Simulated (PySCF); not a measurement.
# C2H4B2S (SMILES BSBC#C): B3LYP/6-31G(d) (spherical functions)

Aim: the vertical singlet–triplet gap of C2H4B2S at B3LYP/6-31G* (spherical functions), from 2 runs. 

The results are computed with PySCF 2.14.0.

### 1 The molecule

C2H4B2S: 9 atoms, total charge 0, spin state singlet. SMILES: `BSBC#C`. Geometry: relaxed at GFN2-xTB. This is one conformer, not always the lowest.

Bond lengths: B1–S2 1.770 Å, S2–B3 1.802 Å, B3–C4 1.499 Å, C4–C5 1.207 Å, B1–H6 1.167 Å, B1–H7 1.168 Å, B3–H8 1.169 Å, C5–H9 1.052 Å. Angles: B1–S2–B3 104.8°, S2–B3–C4 118.9°, B3–C4–C5 179.6°, S2–B1–H6 117.1°, S2–B1–H7 120.9°, S2–B3–H8 120.0°, C4–B3–H8 121.1°, C4–C5–H9 179.9°, H6–B1–H7 122.0°.

### 2 A single-point energy at B3LYP/6-31G(d) (spherical functions)

The input, job.py:

```python
from pyscf import gto, dft

mol = gto.M(
    atom=[
    ('B', (0.614380, 1.617300, 1.712530)),
    ('S', (-0.408550, 1.198480, 0.330740)),
    ('B', (0.123580, -0.453780, -0.152380)),
    ('C', (-0.545990, -1.118180, -1.317090)),
    ('C', (-1.081210, -1.659910, -2.252900)),
    ('H', (0.443030, 2.662200, 2.202820)),
    ('H', (1.423880, 0.874290, 2.107170)),
    ('H', (0.978130, -0.989710, 0.439330)),
    ('H', (-1.547260, -2.130690, -3.070210)),
],
    charge=0,
    verbose=3,
    basis='6-31g*',
    max_memory=1860,
)

mf = dft.RKS(mol)
mf.xc = 'b3lyp'
mf.conv_tol = 1e-10
mf.grids.level = 7
mf.kernel()
if not mf.converged:
    mf = mf.newton().run(mf.mo_coeff, mf.mo_occ)

e_final = mf.e_tot
print('E(%s) = %.9f' % ('B3LYP', e_final))
```

The run is started by

```
$ OMP_NUM_THREADS=1 python job.py
```

The log of the run:

```text
converged SCF energy = -526.473691134657
E(B3LYP) = -526.473691135
```

It took 37 s on 1 thread of Arm Neoverse V1, shared host; peak memory 0.43 GiB.

### 3 The triplet, same level

The input, run.py:

```python
from pyscf import gto, dft

mol = gto.M(
    atom='''
B      1.161010     3.056254     3.236213
S     -0.772048     2.264799     0.625008
B      0.233532    -0.857520    -0.287956
C     -1.031772    -2.113054    -2.488939
C     -2.043191    -3.136775    -4.257364
H      0.837205     5.030829     4.162727
H      2.690743     1.652169     3.981974
H      1.848398    -1.870281     0.830213
H     -2.923898    -4.026421    -5.801856
''',
    unit='bohr',
    verbose=4,
    basis='6-31g*',
    spin=2,
    max_memory=1860,
)

myscf = dft.UKS(mol, xc='b3lyp')
myscf.grids.level = 7
myscf.conv_tol = 1e-10
myscf.kernel()
if not myscf.converged:
    myscf = myscf.newton().run(myscf.mo_coeff, myscf.mo_occ)

etot = myscf.e_tot
print('E = %.10f Eh' % etot)
```

The run is started by

```
$ OMP_NUM_THREADS=1 python run.py
```

The log of the run:

```text
PySCF version 2.14.0

[INPUT] num. atoms = 9
[INPUT] num. electrons = 42
[INPUT] charge = 0
[INPUT] spin (= nelec alpha-beta = 2S) = 2
[INPUT] symmetry False subgroup None
[INPUT] Mole.unit = bohr
[INPUT] Symbol           X                Y                Z      unit          X                Y                Z       unit  Magmom
[INPUT]  1 B      0.614380033650   1.617299967583   1.712530169283 AA    1.161010000000   3.056254000000   3.236213000000 Bohr   0.0
[INPUT]  2 S     -0.408550207336   1.198480018114   0.330739990243 AA   -0.772048000000   2.264799000000   0.625008000000 Bohr   0.0
[INPUT]  3 B      0.123579812421  -0.453780041908  -0.152379752948 AA    0.233532000000  -0.857520000000  -0.287956000000 Bohr   0.0
[INPUT]  4 C     -0.545990229265  -1.118180022243  -1.317089798170 AA   -1.031772000000  -2.113054000000  -2.488939000000 Bohr   0.0
[INPUT]  5 C     -1.081210114757  -1.659909845784  -2.252900007391 AA   -2.043191000000  -3.136775000000  -4.257364000000 Bohr   0.0
[INPUT]  6 H      0.443029806868   2.662200058835   2.202820263681 AA    0.837205000000   5.030829000000   4.162727000000 Bohr   0.0
[INPUT]  7 H      1.423879876043   0.874290183388   2.107169895276 AA    2.690743000000   1.652169000000   3.981974000000 Bohr   0.0
[INPUT]  8 H      0.978130098310  -0.989710083217   0.439329799810 AA    1.848398000000  -1.870281000000   0.830213000000 Bohr   0.0
[INPUT]  9 H     -1.547260188655  -2.130690234770  -3.070209976239 AA   -2.923898000000  -4.026421000000  -5.801856000000 Bohr   0.0

nuclear repulsion = 153.843054003776
number of shells = 40
number of NR pGTOs = 175
number of NR cGTOs = 82
basis = 6-31g*
ecp = {}

******** <class 'pyscf.dft.uks.UKS'> ********
method = UKS
initial guess = minao
damping factor = 0
level_shift factor = 0
DIIS = <class 'pyscf.scf.diis.CDIIS'>
diis_start_cycle = 1
diis_space = 8
diis_damp = 0
SCF conv_tol = 1e-10
SCF conv_tol_grad = None
SCF max_cycles = 50
direct_scf = True
direct_scf_tol = 1e-13
number electrons alpha = 22  beta = 20
XC library pyscf.dft.libxc version 7.0.0
    S. Lehtola, C. Steigemann, M. J.T. Oliveira, and M. A.L. Marques.,  SoftwareX 7, 1–5 (2018)
XC functionals = b3lyp
    P. J. Stephens, F. J. Devlin, C. F. Chabalowski, and M. J. Frisch.,  J. Phys. Chem. 98, 11623 (1994)
radial grids:
    Treutler-Ahlrichs [JCP 102, 346 (1995); DOI:10.1063/1.469408] (M4) radial grids

becke partition: Becke, JCP 88, 2547 (1988); DOI:10.1063/1.454033
pruning grids: <function nwchem_prune>
grids dens level: 7
symmetrized grids: False
atomic radii adjust function: <function treutler_atomic_radii_adjust>
small_rho_cutoff = 0
Set gradient conv threshold to 1e-05
tot grids = 632000
init E= -526.88357621975
[... the frontier-level lines of each cycle are left out ...]


cycle= 1 E= -526.297806820367  delta_E= 0.586  |g|= 0.208  |ddm|= 2.31


cycle= 2 E= -526.282379558734  delta_E= 0.0154  |g|= 0.278  |ddm|= 0.584


cycle= 3 E= -526.320654969142  delta_E= -0.0383  |g|= 0.105  |ddm|= 0.429


cycle= 4 E= -526.326025664246  delta_E= -0.00537  |g|= 0.0785  |ddm|= 0.262


cycle= 5 E= -526.330887042013  delta_E= -0.00486  |g|= 0.0178  |ddm|= 0.102


cycle= 6 E= -526.331102121057  delta_E= -0.000215  |g|= 0.0155  |ddm|= 0.0447


cycle= 7 E= -526.331257760401  delta_E= -0.000156  |g|= 0.00852  |ddm|= 0.0183


cycle= 8 E= -526.331344544287  delta_E= -8.68e-05  |g|= 0.0037  |ddm|= 0.0226


cycle= 9 E= -526.331361730662  delta_E= -1.72e-05  |g|= 0.00181  |ddm|= 0.0119


cycle= 10 E= -526.331364652295  delta_E= -2.92e-06  |g|= 0.00124  |ddm|= 0.00454


cycle= 11 E= -526.33136631949  delta_E= -1.67e-06  |g|= 0.000474  |ddm|= 0.00322


cycle= 12 E= -526.33136662354  delta_E= -3.04e-07  |g|= 0.000136  |ddm|= 0.00252


cycle= 13 E= -526.33136665178  delta_E= -2.82e-08  |g|= 6.78e-05  |ddm|= 0.000525


cycle= 14 E= -526.331366662033  delta_E= -1.03e-08  |g|= 5.11e-05  |ddm|= 0.00023


cycle= 15 E= -526.331366673094  delta_E= -1.11e-08  |g|= 3.11e-05  |ddm|= 0.000317


cycle= 16 E= -526.331366677441  delta_E= -4.35e-09  |g|= 2.17e-05  |ddm|= 0.000124


cycle= 17 E= -526.331366685496  delta_E= -8.05e-09  |g|= 2.06e-05  |ddm|= 0.000224


cycle= 18 E= -526.331366702297  delta_E= -1.68e-08  |g|= 1.92e-05  |ddm|= 0.000494


cycle= 19 E= -526.331366756749  delta_E= -5.45e-08  |g|= 1.7e-05  |ddm|= 0.002


cycle= 20 E= -526.331366782332  delta_E= -2.56e-08  |g|= 1.26e-05  |ddm|= 0.00142


cycle= 21 E= -526.331366799889  delta_E= -1.76e-08  |g|= 5.67e-06  |ddm|= 0.00206


cycle= 22 E= -526.331366800586  delta_E= -6.97e-10  |g|= 2.7e-06  |ddm|= 0.000348


cycle= 23 E= -526.331366800668  delta_E= -8.24e-11  |g|= 1.25e-06  |ddm|= 0.000118


Extra cycle  E= -526.331366800669  delta_E= -1.14e-12  |g|= 2.18e-06  |ddm|= 5.09e-06
converged SCF energy = -526.331366800669  <S^2> = 2.0130751  2S+1 = 3.0087041
E = -526.3313668007 Eh
```

Wall time 2.3 min (1 thread of Arm Neoverse V1, shared host); peak memory 0.45 GiB.

### 4 Results

Level: B3LYP/6-31G* (spherical functions).

```
                                        quantity          value
                           singlet: total energy  -526.47369 Eh
                          singlet: dipole moment         1.23 D
                            singlet: HOMO energy       -7.71 eV
                            singlet: LUMO energy       -2.41 eV
                          singlet: HOMO–LUMO gap        5.30 eV
                           triplet: total energy  -526.33137 Eh
                          triplet: dipole moment         2.99 D
     triplet: HOMO energy (highest over α and β)       -4.00 eV
                                   triplet: ⟨S²⟩          2.013
vertical energy of the triplet above the singlet       3.873 eV
```

In words: At this shape the triplet lies 3.87 eV (374 kJ/mol) above the singlet. Mulliken charges (singlet) run from -0.21 on C5 to +0.20 on H9; they depend strongly on the basis. Mulliken charges (triplet) run from -0.29 on B3 to +0.22 on H9; they depend strongly on the basis.
